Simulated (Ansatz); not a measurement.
# CHCl3 (SMILES ClC(Cl)Cl) at B2PLYP/6-311+G(d,p)

Aim: the electronic atomisation energy of CHCl3 at B2PLYP/6-311+G**, from 4 runs. 

The results are computed with Ansatz 0.2.0.

47 further runs of the same task are left out: 2 that didn't finish, 45 set aside as unsound or not needed.

### Step 1. Starting point

The species is CHCl3 (5 atoms), meant as a singlet with charge 0. SMILES: `ClC(Cl)Cl`. Geometry: relaxed at PBE0-D4/def2-TZVP.

Bond lengths: Cl1–C2 1.759 Å, C2–Cl3 1.759 Å, C2–Cl4 1.759 Å, C2–H5 1.085 Å. Angles: Cl1–C2–Cl3 111.2°, Cl1–C2–Cl4 111.2°, Cl3–C2–Cl4 111.1°, Cl1–C2–H5 107.7°, Cl3–C2–H5 107.7°, Cl4–C2–H5 107.7°.

### Step 2. A single-point energy at B2PLYP/6-311+G(d,p)

job.yaml

```yaml
crystal:
  periodic: [false, false, false]
  atoms:
    - {symbol: Cl, position_ang: [-0.671480, 0.393200, 1.545220]}
    - {symbol: C, position_ang: [0.050100, 0.086910, -0.029470]}
    - {symbol: Cl, position_ang: [1.233860, -1.211460, 0.056410]}
    - {symbol: Cl, position_ang: [-1.182490, -0.256800, -1.236530]}
    - {symbol: H, position_ang: [0.570000, 0.988150, -0.335650]}
basis:
  gaussian:
    orbitals: 6-311+G_st__st_-spherical.json
magnetization:
  spin_polarized: false
  initial_magnetization: 0
hamiltonian:
  xc: {name: B2PLYP}
correlation:
  frozen_orbitals: {C: 1, Cl: 5, H: 0}
accuracy: high
output:
  orbitals: {seedname: orbitals}
```

The basis set 6-311+G** is read from a file made from the Basis Set Exchange's data (not shown).

Run with:

```sh
ansatz run job.yaml --threads 1 --pin off --max-ram 3480MiB --events-out events.jsonl --progress --plain --runs-dir runs
```

Standard output:

```text
Warning: RAYON_NUM_THREADS=1 ignored (pool sized by the plan → 1); use --threads N
Functional definition: B2PLYP
  name "B2PLYP"
  parameter a = 0.53
  parameter c = 0.27
  exchange = (1 - a)*b88_x + a*exact_x
  correlation = (1 - c)*lyp_c + c*(mp2_os + mp2_ss)
2019 factors; integrals over basis functions are off by at most 5.7e-9 eV
mean field evaluation 1: about -38603.4864 eV, gradient 1.1e1 eV
mean field evaluation 2: about -38603.5395 eV, gradient 1.1e1 eV
mean field evaluation 4: about -38603.8842 eV, gradient 2.7e0 eV
mean field evaluation 8: about -38603.9031 eV, gradient 2.0e-2 eV
mean field evaluation 16: about -38603.9031 eV, gradient 6.9e-6 eV
mean field -38603.90314580 eV, -1418.6672739429 hartree, gradient 2.4e-8 eV, S^2 0.000000; 0 other end points of the search recorded, 0 dependent functions left out
16 core orbitals not correlated: weight in the atoms' cores, before any rotation towards them, 1.000 or more for the frozen orbitals, at most 0.000 for the correlated occupied ones
reference -38603.90316996 eV, -1418.6672748307 hartree; 13, 13 occupied and 89, 89 virtual orbitals, 2019 factors
second order -18.95571949 eV of doubles, -0.00000000 eV of singles
Total energy: -38609.02121422 eV, -1418.8553594882 hartree
```

Run time: 15 s. Hardware: 1 thread of Arm Neoverse V2, shared host; peak memory 0.39 GiB.

### Step 3. The C atom

in.yaml

```yaml
crystal:
  periodic: [false, false, false]
  atoms:
    - {symbol: C, position_ang: [0.000000, 0.000000, 0.000000]}
basis:
  gaussian:
    orbitals: 6-311+G_st__st_.json
magnetization:
  spin_polarized: true
  initial_magnetization: 2
hamiltonian:
  xc: {name: B2PLYP}
correlation:
  frozen_orbitals: {C: 1}
accuracy: high
```

The basis set 6-311+G** is read from a file made from the Basis Set Exchange's data (not shown).

Run the same way, it converges to -37.82141 Eh (log not shown).

### Step 4. The Cl atom, same level

input.yaml

```yaml
crystal:
  periodic: [false, false, false]
  atoms:
    - {symbol: Cl, position_ang: [0.000000, 0.000000, 0.000000]}
basis:
  gaussian:
    orbitals: 6-311+G_st__st_-spherical.json
magnetization:
  spin_polarized: true
  initial_magnetization: 1
hamiltonian:
  xc: {name: B2PLYP}
correlation:
  frozen_orbitals: {Cl: 5}
accuracy: high
```

The basis set 6-311+G** is read from a file made from the Basis Set Exchange's data (not shown).

Run the same way, it converges to -460.00560 Eh (log not shown).

### Step 5. The H atom

in.yaml

```yaml
basis:
  gaussian:
    orbitals: 6-311+G_st__st_.json
crystal:
  periodic: [false, false, false]
  atoms:
    - {symbol: H, position_ang: [0.000000, 0.000000, 0.000000]}
magnetization:
  spin_polarized: true
  initial_magnetization: 1
accuracy: high
correlation:
  frozen_orbitals: {H: 0}
hamiltonian:
  xc: {name: B2PLYP}
```

The basis set 6-311+G** is read from a file made from the Basis Set Exchange's data (not shown).

Run the same way, it converges to -0.49861 Eh (log not shown).

### Step 6. What came out

At B2PLYP/6-311+G**, 16 core orbitals frozen:

| quantity | value |
| --- | --- |
| molecule: total energy | -1418.85536 Eh |
| molecule: HOMO energy (SCF part's orbitals) | -10.21 eV |
| molecule: LUMO energy (SCF part's orbitals) | 0.34 eV |
| molecule: HOMO–LUMO gap (SCF part's orbitals) | 10.55 eV |
| C atom: total energy | -37.82141 Eh |
| C atom: ⟨S²⟩ | 2.005 |
| Cl atom: total energy | -460.00560 Eh |
| Cl atom: ⟨S²⟩ | 0.753 |
| H atom: total energy | -0.49861 Eh |
| H atom: ⟨S²⟩ | 0.750 |
| electronic atomisation energy | 14.110 eV |

What this shows: Taking the molecule apart into free atoms costs 14.11 eV (1361 kJ/mol), before zero-point energy and without spin-orbit coupling.
